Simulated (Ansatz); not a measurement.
# C2H11GePSi: the cost of one run

Program: Ansatz 0.2.0. Level of theory: RHF/def2-SVP. These are calculated values, not measurements.

## Step 1: The system as given

Bond lengths (14 of 15 bonds, heavy atoms first): C1–C2 1.484 Å, C2–Si3 1.860 Å, Si3–P4 2.196 Å, Si3–Ge5 2.313 Å, C1–H6 1.182 Å, C1–H7 1.075 Å, C1–H8 1.115 Å, C2–H9 1.158 Å, C2–H10 1.100 Å, Si3–H11 1.494 Å, P4–H12 1.494 Å, P4–H13 1.388 Å, Ge5–H14 1.509 Å, Ge5–H15 1.530 Å. Angles (14 of 27 angles, heavy atoms first): C1–C2–Si3 109.1°, C2–Si3–P4 111.9°, C2–Si3–Ge5 111.7°, P4–Si3–Ge5 110.5°, C1–C2–H9 109.4°, C1–C2–H10 112.0°, Si3–C2–H9 109.8°, Si3–C2–H10 109.2°, C2–C1–H6 108.0°, C2–C1–H7 113.5°, C2–C1–H8 110.0°, C2–Si3–H11 108.0°, P4–Si3–H11 105.1°, Ge5–Si3–H11 109.3°.

As a file:

```xyz
16

C    -1.5090    0.9744    0.6962
C    -0.0865    1.3957    0.7386
Si    0.9878   -0.0305    0.2191
P     0.7931   -1.7403    1.5827
Ge    0.5588   -0.6775   -1.9599
H    -2.1743    1.9084    0.9826
H    -1.7434    0.1851    1.3869
H    -1.8064    0.7399   -0.3529
H     0.1868    1.7219    1.8152
H     0.1081    2.2535    0.0785
H     2.4134    0.4001    0.3346
H    -0.5348   -2.1119    1.0085
H     1.4452   -2.6320    0.7425
H     1.4996   -1.7942   -2.3422
H     0.7362    0.5318   -2.8801
H    -0.8975   -1.1470   -2.0060
```

## Step 2: Relaxing end A

input.yaml reads:

```yaml
crystal:
  periodic: [false, false, false]
  atoms:
    - { symbol: C, position_ang: [-1.509, 0.9744, 0.6962] }
    - { symbol: C, position_ang: [-0.0865, 1.3957, 0.7386] }
    - { symbol: Si, position_ang: [0.9878, -0.0305, 0.2191] }
    - { symbol: P, position_ang: [0.7931, -1.7403, 1.5827] }
    - { symbol: Ge, position_ang: [0.5588, -0.6775, -1.9599] }
    - { symbol: H, position_ang: [-2.1743, 1.9084, 0.9826] }
    - { symbol: H, position_ang: [-1.7434, 0.1851, 1.3869] }
    - { symbol: H, position_ang: [-1.8064, 0.7399, -0.3529] }
    - { symbol: H, position_ang: [0.1868, 1.7219, 1.8152] }
    - { symbol: H, position_ang: [0.1081, 2.2535, 0.0785] }
    - { symbol: H, position_ang: [2.4134, 0.4001, 0.3346] }
    - { symbol: H, position_ang: [-0.5348, -2.1119, 1.0085] }
    - { symbol: H, position_ang: [1.4452, -2.632, 0.7425] }
    - { symbol: H, position_ang: [1.4996, -1.7942, -2.3422] }
    - { symbol: H, position_ang: [0.7362, 0.5318, -2.8801] }
    - { symbol: H, position_ang: [-0.8975, -1.147, -2.006] }
basis:
  gaussian: { orbitals: def2-SVP }
hamiltonian:
  xc: hf
relax:
  f_tol: 0.015
  max_steps: 40
```

On the command line:

```sh
ansatz run input.yaml --threads 2 --pin off --max-ram 3072MiB --backend cpu --events-out ev --progress --plain --runs-dir out
```

**Question.** How long does this run take on 2 threads of Intel Xeon Platinum 8488C (Sapphire Rapids), shared host, and how much memory does it need?

About 42 s, with a peak of 0.48 GiB.
